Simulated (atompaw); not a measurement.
# Cr: generating and testing a PAW (atompaw) potential

Do these settings give a usable potential? It is generated, then checked for scattering, ghosts and hardness.

Program: atompaw 4.2.0.5. Reference atom: PBEsol, scalar-relativistic, spherical and spin-unpolarised. All values are calculated.

## Step 1: Settings

Typed settings, in words:

- element: chromium (Cr, Z = 24)
- type: PAW
- frozen core: [Ne]
- valence charge: 14
- reference configuration: 3s2 3p6 3d5 4s0 4p0 (charge +1)
- partial waves: 3s (bound): rc 1.30 bohr; 4s (bound, empty): rc 1.80 bohr; 3p (bound): rc 1.00 bohr; 4p (bound, empty): rc 1.35 bohr; 3d (bound): rc 1.80 bohr; 3d channel at -0.3 Ry: rc 1.80 bohr
- local potential: vpsmatchnc scheme with l = 3 at 0.5 Ry, radius 1.40 bohr
- core correction: smooth core density matched at 1.65 bohr
- augmentation charge: besselshape compensation charge, radius 1.65 bohr; PAW radius 1.80 bohr; waves and projectors: custom polynom vanderbiltortho

An earlier all-electron run gives the scale for the radii.

All-electron outer shells of the reference configuration (PBEsol, scalar-relativistic, ld1.x):

```csv
shell,level (eV),outermost node (bohr),outermost maximum (bohr)
2s,-673.05,0.09,0.24
2p,-567.03,–,0.20
3s,-80.72,0.36,0.78
3p,-52.33,0.33,0.80
3d,-9.84,–,0.84
4s,-9.84,1.12,2.58
4p,-5.86,1.24,3.27
```

## Step 2: Generating the potential

Input file Cr.input:

```
Cr 24
GGA-PBESOL scalarrelativistic loggrid 1500 logderivrange -8 5 326
4 4 3 0 0 0
4 0 0
4 1 0
3 2 5
0 0 0
c
c
v
v
c
v
v
v
2
1.80 1.65 1.40 1.65
n
n
y
-0.3
n
custom polynom vanderbiltortho besselshape
3 0.5 vpsmatchnc
1.30
1.80
1.00
1.35
1.80
1.80
PWSCFOUT
UPFDX 0.0125d0 UPFXMIN -7.d0 UPFZMESH 24.d0
END
```

Started as:

```sh
$ atompaw < Cr.input > Cr.log
```

What does the calculation give? Wanted: cutoffs for 10 and 1 mRy, occupied levels; bound ghosts; largest phase difference near zero energy, channels read; lowest eigenvalue of the overlap; share of valence orbitals outside the PAW sphere; UPF file.

**Answer**, as computed:

```
                                                quantity                                      value
               cutoffs for 10 and 1 mRy, occupied levels                           60 Ry and 100 Ry
                                            bound ghosts                                 none found
largest phase difference near zero energy, channels read                                  0.023 rad
         lowest eigenvalue of the overlap (Bessel basis)                                  0.670 (s)
        share of valence orbitals outside the PAW sphere  3s 2 %, 4s 90 %, 3p 4 %, 4p 96 %, 3d 25 %
                                                UPF file                                    written
```

What this shows: It counts as of middling hardness, with 60 Ry needed at the looser tolerance. The slowest occupied level is 3p: taken alone it needs 60 Ry to come within 1 mRy, against 45 Ry for 3d. No bound ghost shows below the valence levels. Near zero energy the phases of the channels with partial waves agree within 0.023 rad. These are tests on the free atom; a crystal test is still owed.
